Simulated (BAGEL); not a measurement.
**triplet CH5PZn at 5 levels**

We compute a comparison of 5 runs (UHF/3-21G, ROHF/6-31G*, UHF/6-31G*, ROHF/def2-SVPD, UHF/def2-SVPD) of triplet CH5PZn. 

The calculation is run with BAGEL 1.2.2.

25 further runs of the same task are left out: 1 for a known fault of the program, 3 that didn't finish, 21 set aside as unsound or not needed.

### Step 1. The system as given

CH5PZn: 8 atoms, total charge 0, spin state triplet. SMILES of the parent species: `[CH3][Zn][PH2]`. The shape comes from GFN2-xTB, which is rough for such elements, and wasn't checked as a minimum. That shape belongs to the parent species and isn't relaxed for this state.

Bond lengths: C1–Zn2 2.047 Å, Zn2–P3 2.386 Å, C1–H4 1.086 Å, C1–H5 1.083 Å, C1–H6 1.087 Å, P3–H7 1.379 Å, P3–H8 1.380 Å. Angles: C1–Zn2–P3 153.5°, Zn2–C1–H4 110.2°, Zn2–C1–H5 114.2°, Zn2–C1–H6 108.3°, Zn2–P3–H7 98.4°, Zn2–P3–H8 97.3°, H4–C1–H5 107.8°, H4–C1–H6 108.1°, H5–C1–H6 108.0°, H7–P3–H8 91.9°.

### Step 2. The energy at UHF/3-21G (density fitting with qzvpp-jkfit) (run 1)

File job.json:

```json
{ "bagel": [

{
  "title": "molecule",
  "basis": "3-21g",
  "df_basis": "qzvpp-jkfit",
  "angstrom": true,
  "geometry": [
    { "atom": "C", "xyz": [      -1.025070,       1.362300,      -0.689310 ] },
    { "atom": "Zn", "xyz": [       0.223420,      -0.166550,      -0.145540 ] },
    { "atom": "P", "xyz": [       1.217560,      -1.653030,       1.433490 ] },
    { "atom": "H", "xyz": [      -2.044180,       0.998680,      -0.783570 ] },
    { "atom": "H", "xyz": [      -0.758130,       1.844060,      -1.621300 ] },
    { "atom": "H", "xyz": [      -1.006940,       2.113980,       0.095390 ] },
    { "atom": "H", "xyz": [       2.496780,      -1.668180,       0.919160 ] },
    { "atom": "H", "xyz": [       0.896570,      -2.831260,       0.791680 ] }
  ]
},

{
  "title": "uhf",
  "nopen": 2
},

{
  "title": "print",
  "file": "orbitals.molden",
  "orbitals": true
}

]}
```

On the command line:

```
$ BAGEL_NUM_THREADS=1 BAGEL job.json > job.out
```

The log of the run:

```text
* using 1 threads per process

  ===============================================================
  ===============================================================

  *** Geometry ***

  { "atom" : "C", "xyz" : [     -1.937102,      2.574374,     -1.302607 ] },
  { "atom" : "Zn", "xyz" : [      0.422203,     -0.314734,     -0.275031 ] },
  { "atom" : "P", "xyz" : [      2.300855,     -3.123774,      2.708904 ] },
  { "atom" : "H", "xyz" : [     -3.862940,      1.887232,     -1.480733 ] },
  { "atom" : "H", "xyz" : [     -1.432658,      3.484768,     -3.063813 ] },
  { "atom" : "H", "xyz" : [     -1.902841,      3.994843,      0.180261 ] },
  { "atom" : "H", "xyz" : [      4.718230,     -3.152403,      1.736961 ] },
  { "atom" : "H", "xyz" : [      1.694272,     -5.350306,      1.496058 ] },

  Number of auxiliary basis functions:      557

  Since a DF basis is specified, we compute 2- and 3-index integrals:
    o Being stored without compression. Storage requirement is 0.016 GB

  Number of basis functions:       59
  Number of electrons      :       56

    * METHOD: MOLECULE                             0.26

  *** Open-shell HF ***

  === Nuclear Repulsion ===
   214.6670832402

      * DIIS with orbital gradients will be used.

  === UHF iteration (3-21g) ===
      0      -2148.30374462          0.02549562           0.13
      1      -2148.36538937          0.01248534           0.12
      2      -2148.38131576          0.00740941           0.12
      3      -2148.38718846          0.00141866           0.12
      4      -2148.39066299          0.00094812           0.15
      5      -2148.39209488          0.00074916           0.14
      6      -2148.39304741          0.00049106           0.16
      7      -2148.39360048          0.00035234           0.12
      8      -2148.39407060          0.00015733           0.12
      9      -2148.39408949          0.00013695           0.12
     10      -2148.39411782          0.00005555           0.12
     11      -2148.39412115          0.00003248           0.12
     12      -2148.39412280          0.00001824           0.14
     13      -2148.39412331          0.00000648           0.13
     14      -2148.39412341          0.00000344           0.12
     15      -2148.39412344          0.00000164           0.13
     16      -2148.39412345          0.00000113           0.12
     17      -2148.39412345          0.00000075           0.12
     18      -2148.39412345          0.00000054           0.13
     19      -2148.39412345          0.00000034           0.12
     20      -2148.39412345          0.00000015           0.12
     21      -2148.39412345          0.00000008           0.12
     22      -2148.39412345          0.00000004           0.12
     23      -2148.39412345          0.00000002           0.13
     24      -2148.39412345          0.00000001           0.12
     25      -2148.39412345          0.00000001           0.13
    * SCF iteration converged.

    * S^2 (UHF) is 2.0230

    * Permanent dipole moment:
           (   -0.429367,     0.916173,    -1.645450) a.u.

    * METHOD: UHF                                  3.52

    * METHOD: PRINT                                0.01

  ===============================================================
```

Run time: 4.2 s. Hardware: 1 thread of Intel Xeon Platinum 8375C at 2.90GHz (Ice Lake), shared host; peak memory 0.11 GiB.

### Step 3. A single-point energy at ROHF/6-31G(d) (density fitting with qzvpp-jkfit, spherical functions) (run 2)

File input.json:

```json
{ "bagel" : [

{
  "title" : "molecule",
  "basis" : "6-31gs.json",
  "df_basis" : "qzvpp-jkfit",
  "angstrom" : true,
  "geometry" : [
    { "atom" : "C", "xyz" : [   -1.025070,    1.362300,   -0.689310 ] },
    { "atom" : "Zn", "xyz" : [    0.223420,   -0.166550,   -0.145540 ] },
    { "atom" : "P", "xyz" : [    1.217560,   -1.653030,    1.433490 ] },
    { "atom" : "H", "xyz" : [   -2.044180,    0.998680,   -0.783570 ] },
    { "atom" : "H", "xyz" : [   -0.758130,    1.844060,   -1.621300 ] },
    { "atom" : "H", "xyz" : [   -1.006940,    2.113980,    0.095390 ] },
    { "atom" : "H", "xyz" : [    2.496780,   -1.668180,    0.919160 ] },
    { "atom" : "H", "xyz" : [    0.896570,   -2.831260,    0.791680 ] }
  ]
},
{
  "title" : "rohf",
  "charge" : 0,
  "nopen" : 2
},
{
  "title" : "print",
  "file" : "orbitals.molden",
  "orbitals" : true
}

]}
```

The basis set 6-31G* is read from a file made from the Basis Set Exchange's data (not shown).

On the command line:

```
$ BAGEL_NUM_THREADS=1 BAGEL input.json > input.out
```

The log of the run:

```text
* using 1 threads per process

  ===============================================================
  ===============================================================

  *** Geometry ***

  { "atom" : "C", "xyz" : [     -1.937102,      2.574374,     -1.302607 ] },
  { "atom" : "Zn", "xyz" : [      0.422203,     -0.314734,     -0.275031 ] },
  { "atom" : "P", "xyz" : [      2.300855,     -3.123774,      2.708904 ] },
  { "atom" : "H", "xyz" : [     -3.862940,      1.887232,     -1.480733 ] },
  { "atom" : "H", "xyz" : [     -1.432658,      3.484768,     -3.063813 ] },
  { "atom" : "H", "xyz" : [     -1.902841,      3.994843,      0.180261 ] },
  { "atom" : "H", "xyz" : [      4.718230,     -3.152403,      1.736961 ] },
  { "atom" : "H", "xyz" : [      1.694272,     -5.350306,      1.496058 ] },

  Number of auxiliary basis functions:      557

  Since a DF basis is specified, we compute 2- and 3-index integrals:
    o Being stored without compression. Storage requirement is 0.026 GB

  Number of basis functions:       76
  Number of electrons      :       56

    * METHOD: MOLECULE                             0.45

  *** Open-shell HF ***

  === Nuclear Repulsion ===
   214.6670832402

      * DIIS with orbital gradients will be used.

  === ROHF iteration (6-31gs.json) ===
      0      -2158.73172615          0.02155276           0.18
      1      -2158.79806216          0.01193849           0.17
      2      -2158.81599405          0.00742353           0.18
      3      -2158.82506117          0.00147782           0.17
      4      -2158.82899343          0.00131587           0.17
      5      -2158.83066350          0.00129805           0.18
      6      -2158.83534392          0.00092469           0.17
      7      -2158.83717704          0.00077179           0.17
      8      -2158.83752103          0.00069121           0.18
      9      -2158.83767003          0.00043944           0.17
     10      -2158.83788821          0.00015058           0.17
     11      -2158.83802519          0.00009203           0.18
     12      -2158.83802560          0.00003895           0.17
     13      -2158.83804775          0.00000958           0.17
     14      -2158.83804930          0.00000346           0.17
     15      -2158.83805035          0.00000129           0.17
     16      -2158.83805064          0.00000064           0.17
     17      -2158.83805078          0.00000039           0.17
     18      -2158.83805077          0.00000027           0.16
     19      -2158.83805077          0.00000019           0.17
     20      -2158.83805077          0.00000012           0.16
     21      -2158.83805076          0.00000006           0.17
     22      -2158.83805075          0.00000003           0.16
     23      -2158.83805075          0.00000002           0.17
     24      -2158.83805075          0.00000001           0.16
     25      -2158.83805075          0.00000001           0.16
    * SCF iteration converged.

    * S^2 (ROHF) is 2.0000

    * Permanent dipole moment:
           (   -0.445155,     0.919143,    -1.626582) a.u.

    * METHOD: ROHF                                 4.69

    * METHOD: PRINT                                0.01

  ===============================================================
```

Run time: 5.7 s. Hardware: 1 thread of Intel Xeon Platinum 8375C at 2.90GHz (Ice Lake), shared host; peak memory 0.13 GiB.

Run 3 isn't shown in full; the table further down has it.

### Step 4. The energy at ROHF/def2-SVPD (density fitting with qzvpp-jkfit) (run 4)

File job.json:

```json
{ "bagel": [

{
  "title": "molecule",
  "basis": "def2-svpd.json",
  "df_basis": "qzvpp-jkfit",
  "angstrom": true,
  "geometry": [
    { "atom": "C", "xyz": [   -1.025070,    1.362300,   -0.689310 ] },
    { "atom": "Zn", "xyz": [    0.223420,   -0.166550,   -0.145540 ] },
    { "atom": "P", "xyz": [    1.217560,   -1.653030,    1.433490 ] },
    { "atom": "H", "xyz": [   -2.044180,    0.998680,   -0.783570 ] },
    { "atom": "H", "xyz": [   -0.758130,    1.844060,   -1.621300 ] },
    { "atom": "H", "xyz": [   -1.006940,    2.113980,    0.095390 ] },
    { "atom": "H", "xyz": [    2.496780,   -1.668180,    0.919160 ] },
    { "atom": "H", "xyz": [    0.896570,   -2.831260,    0.791680 ] }
  ]
},
{
  "title": "rohf",
  "nopen": 2
},
{
  "title": "print",
  "file": "orbitals.molden",
  "orbitals": true
}

]}
```

The basis set def2-SVPD is read from a file made from the Basis Set Exchange's data (not shown).

On the command line:

```
$ BAGEL_NUM_THREADS=1 BAGEL job.json > job.out
```

The log of the run:

```text
* using 1 threads per process

  ===============================================================
  ===============================================================

  *** Geometry ***

  { "atom" : "C", "xyz" : [     -1.937102,      2.574374,     -1.302607 ] },
  { "atom" : "Zn", "xyz" : [      0.422203,     -0.314734,     -0.275031 ] },
  { "atom" : "P", "xyz" : [      2.300855,     -3.123774,      2.708904 ] },
  { "atom" : "H", "xyz" : [     -3.862940,      1.887232,     -1.480733 ] },
  { "atom" : "H", "xyz" : [     -1.432658,      3.484768,     -3.063813 ] },
  { "atom" : "H", "xyz" : [     -1.902841,      3.994843,      0.180261 ] },
  { "atom" : "H", "xyz" : [      4.718230,     -3.152403,      1.736961 ] },
  { "atom" : "H", "xyz" : [      1.694272,     -5.350306,      1.496058 ] },

  Number of auxiliary basis functions:      557

  Since a DF basis is specified, we compute 2- and 3-index integrals:
    o Being stored without compression. Storage requirement is 0.062 GB

  Number of basis functions:      118
  Number of electrons      :       56

    * METHOD: MOLECULE                             0.39

  *** Open-shell HF ***

  === Nuclear Repulsion ===
   214.6670832402

      * DIIS with orbital gradients will be used.

  === ROHF iteration (def2-svpd.json) ===
      0      -2158.59240620          0.02720122           0.30
      1      -2158.71735050          0.02031311           0.35
      2      -2158.76697768          0.01264717           0.33
      3      -2158.79644359          0.00177611           0.32
      4      -2158.80198136          0.00125969           0.30
      5      -2158.80489873          0.00101217           0.32
      6      -2158.80760869          0.00062268           0.28
      7      -2158.80874516          0.00024241           0.28
      8      -2158.80909118          0.00019776           0.27
      9      -2158.80909450          0.00012830           0.28
     10      -2158.80913507          0.00006147           0.29
     11      -2158.80916539          0.00002143           0.28
     12      -2158.80919105          0.00000857           0.29
     13      -2158.80919519          0.00000324           0.30
     14      -2158.80919475          0.00000149           0.31
     15      -2158.80919506          0.00000099           0.29
     16      -2158.80919497          0.00000052           0.28
     17      -2158.80919500          0.00000034           0.28
     18      -2158.80919500          0.00000022           0.29
     19      -2158.80919497          0.00000015           0.29
     20      -2158.80919494          0.00000011           0.28
     21      -2158.80919493          0.00000007           0.31
     22      -2158.80919493          0.00000004           0.29
     23      -2158.80919493          0.00000002           0.29
     24      -2158.80919494          0.00000001           0.28
     25      -2158.80919494          0.00000001           0.28
    * SCF iteration converged.

    * S^2 (ROHF) is 2.0000

    * Permanent dipole moment:
           (   -0.486888,     0.944293,    -1.588983) a.u.

    * METHOD: ROHF                                 8.01

    * METHOD: PRINT                                0.02

  ===============================================================
```

Run time: 9 s. Hardware: 1 thread of Intel Xeon Platinum 8375C at 2.90GHz (Ice Lake), shared host; peak memory 0.2 GiB.

### Step 5. The energy at UHF/def2-SVPD (density fitting with qzvpp-jkfit) (run 5)

File job.json:

```json
{ "bagel": [

{
  "title": "molecule",
  "basis": "def2-svpd.json",
  "df_basis": "qzvpp-jkfit",
  "angstrom": true,
  "geometry": [
    { "atom": "C", "xyz": [      -1.025070,       1.362300,      -0.689310 ] },
    { "atom": "Zn", "xyz": [       0.223420,      -0.166550,      -0.145540 ] },
    { "atom": "P", "xyz": [       1.217560,      -1.653030,       1.433490 ] },
    { "atom": "H", "xyz": [      -2.044180,       0.998680,      -0.783570 ] },
    { "atom": "H", "xyz": [      -0.758130,       1.844060,      -1.621300 ] },
    { "atom": "H", "xyz": [      -1.006940,       2.113980,       0.095390 ] },
    { "atom": "H", "xyz": [       2.496780,      -1.668180,       0.919160 ] },
    { "atom": "H", "xyz": [       0.896570,      -2.831260,       0.791680 ] }
  ]
},

{
  "title": "uhf",
  "nopen": 2
},

{
  "title": "print",
  "file": "orbitals.molden",
  "orbitals": true
}

]}
```

The basis set def2-SVPD is read from a file made from the Basis Set Exchange's data (not shown).

On the command line:

```
$ BAGEL_NUM_THREADS=1 BAGEL job.json > job.out
```

The log of the run:

```text
* using 1 threads per process

  ===============================================================
  ===============================================================

  *** Geometry ***

  { "atom" : "C", "xyz" : [     -1.937102,      2.574374,     -1.302607 ] },
  { "atom" : "Zn", "xyz" : [      0.422203,     -0.314734,     -0.275031 ] },
  { "atom" : "P", "xyz" : [      2.300855,     -3.123774,      2.708904 ] },
  { "atom" : "H", "xyz" : [     -3.862940,      1.887232,     -1.480733 ] },
  { "atom" : "H", "xyz" : [     -1.432658,      3.484768,     -3.063813 ] },
  { "atom" : "H", "xyz" : [     -1.902841,      3.994843,      0.180261 ] },
  { "atom" : "H", "xyz" : [      4.718230,     -3.152403,      1.736961 ] },
  { "atom" : "H", "xyz" : [      1.694272,     -5.350306,      1.496058 ] },

  Number of auxiliary basis functions:      557

  Since a DF basis is specified, we compute 2- and 3-index integrals:
    o Being stored without compression. Storage requirement is 0.062 GB

  Number of basis functions:      118
  Number of electrons      :       56

    * METHOD: MOLECULE                             0.46

  *** Open-shell HF ***

  === Nuclear Repulsion ===
   214.6670832402

      * DIIS with orbital gradients will be used.

  === UHF iteration (def2-svpd.json) ===
      0      -2158.59240620          0.02720122           0.31
      1      -2158.72541563          0.01991721           0.30
      2      -2158.77841151          0.01191569           0.28
      3      -2158.80490824          0.00165479           0.28
      4      -2158.81041660          0.00096592           0.28
      5      -2158.81218449          0.00059773           0.29
      6      -2158.81328204          0.00030993           0.29
      7      -2158.81372507          0.00014702           0.28
      8      -2158.81386041          0.00010559           0.29
      9      -2158.81393913          0.00008376           0.28
     10      -2158.81400475          0.00005432           0.30
     11      -2158.81401888          0.00003169           0.29
     12      -2158.81402071          0.00002021           0.30
     13      -2158.81402198          0.00001023           0.28
     14      -2158.81402250          0.00000504           0.29
     15      -2158.81402260          0.00000279           0.29
     16      -2158.81402263          0.00000212           0.30
     17      -2158.81402265          0.00000175           0.30
     18      -2158.81402267          0.00000145           0.29
     19      -2158.81402268          0.00000090           0.29
     20      -2158.81402269          0.00000057           0.29
     21      -2158.81402269          0.00000039           0.30
     22      -2158.81402269          0.00000025           0.29
     23      -2158.81402269          0.00000017           0.29
     24      -2158.81402269          0.00000012           0.28
     25      -2158.81402269          0.00000009           0.28
     26      -2158.81402269          0.00000005           0.28
     27      -2158.81402269          0.00000003           0.31
     28      -2158.81402269          0.00000002           0.29
     29      -2158.81402269          0.00000001           0.28
    * SCF iteration converged.

    * S^2 (UHF) is 2.0250

    * Permanent dipole moment:
           (   -0.422201,     0.876402,    -1.558263) a.u.

    * METHOD: UHF                                  9.05

    * METHOD: PRINT                                0.02

  ===============================================================
```

Run time: 10 s. Hardware: 1 thread of Intel Xeon Platinum 8375C at 2.90GHz (Ice Lake), shared host; peak memory 0.19 GiB.

### Step 6. The series

```tsv
run	level	energy (Eh)	dipole moment (D)	⟨S²⟩	wall time
1	UHF/3-21G (density fitting with qzvpp-jkfit)	-2148.394123	4.91	2.023	4.2 s
2	ROHF/6-31G* (density fitting with qzvpp-jkfit, spherical functions)	-2158.838051	4.88	2.000	5.7 s
3	UHF/6-31G* (density fitting with qzvpp-jkfit, spherical functions)	-2158.843158	4.50	2.030	6.3 s
4	ROHF/def2-SVPD (density fitting with qzvpp-jkfit)	-2158.809195	4.86	2.000	9 s
5	UHF/def2-SVPD (density fitting with qzvpp-jkfit)	-2158.814023	4.67	2.025	10 s
```

### Step 7. Results

```
            quantity           value
 run 5: total energy  -2158.81402 Eh
run 5: dipole moment          4.67 D
         run 5: ⟨S²⟩           2.025
```

**Reading.** The dipole moment (its size) runs from 4.50 D (UHF/6-31G*) to 4.91 D (UHF/3-21G). All runs together took 35 s, the longest 10 s.
